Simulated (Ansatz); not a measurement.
# Al3Sn2H3: the cost of one run

Program: Ansatz 0.2.0. Level of theory: DFT PBE, scalar-relativistic, plane waves, PAW. These are calculated values, not measurements.

1 further run of the same task is left out (set aside as unsound or not needed).

### 1 The system as given

It takes space group Pm-3m (No. 221, cubic). The conventional cell has a = 5.224 Å, b = 5.224 Å, c = 5.224 Å, α = 90.00°, β = 90.00°, γ = 90.00°. Al (site symmetry 4/mmm) has 2 Sn at 2.61 Å and 4 H at 2.61 Å as nearest neighbours. Around Sn (site symmetry m-3m) lie 6 H at 2.61 Å. Around Sn (site symmetry m-3m) lie 6 Al at 2.61 Å. H (site symmetry 4/mmm) is surrounded by 4 Al at 2.61 Å and 2 Sn at 2.61 Å.

Coordinates:

```
Al Sn H
1.0
     5.22352    0.00000    0.00000
     0.00000    5.22352    0.00000
     0.00000    0.00000    5.22352
Al Sn H
3 2 3
Direct
  0.50000 0.00000 0.00000
  0.00000 0.50000 0.00000
  0.00000 0.00000 0.50000
  0.50000 0.50000 0.50000
  0.00000 0.00000 0.00000
  0.00000 0.50000 0.50000
  0.50000 0.00000 0.50000
  0.50000 0.50000 0.00000
```

It is the end of an earlier relaxation with the same method, from a generated guess; it is a trial structure. At a tolerance of 0.05 Å it has space group Pm-3m (No. 221); it has 17.82 Å³/atom, an uncorrected energy of +0.70 eV/atom over the elements.

### 2 Static run: bands, density of states and charges

input.yaml reads:

```yaml
crystal:
  lattice:
    - [5.2235158821, 0.0, 0.0]
    - [0.0, 5.2235158821, 0.0]
    - [0.0, 0.0, 5.2235158821]
  atoms:
    - { symbol: Al, position: [0.5, 0.0, 0.0] }
    - { symbol: Al, position: [0.0, 0.5, 0.0] }
    - { symbol: Al, position: [0.0, 0.0, 0.5] }
    - { symbol: Sn, position: [0.5, 0.5, 0.5] }
    - { symbol: Sn, position: [0.0, 0.0, 0.0] }
    - { symbol: H, position: [0.0, 0.5, 0.5] }
    - { symbol: H, position: [0.5, 0.0, 0.5] }
    - { symbol: H, position: [0.5, 0.5, 0.0] }
basis:
  ecutwfc: 420
kpoints:
  mp_grid: { grid: [8, 8, 8] }
  band_path:
    path:
      - [[0.0, 0.0, 0.0], [0.0, 0.5, 0.0], [0.5, 0.5, 0.0], [0.0, 0.0, 0.0], [0.5, 0.5, 0.5], [0.0, 0.5, 0.0]]
      - [[0.5, 0.5, 0.5], [0.5, 0.5, 0.0]]
    npoints: 14
hamiltonian:
  xc: pbe
scf:
  occupations: { method: gaussian, width: 0.1 }
  n_extra_bands: 20
output:
  forces: true
  stress: true
  eigenvalues: true
  populations: true
  dos: { projected: true, de: 0.02, nscf_kmesh: { grid: [10, 10, 10] } }
  bader: true
```

On the command line:

```
$ ansatz run input.yaml --threads 1 --pin off --max-ram 2048MiB --backend cpu --events-out ev --progress --plain --runs-dir out
```

**Question.** How long does this run take on 1 thread of Arm Neoverse V1, shared host, and how much memory does it need?

About 1.7 min, with a peak of 0.53 GiB.
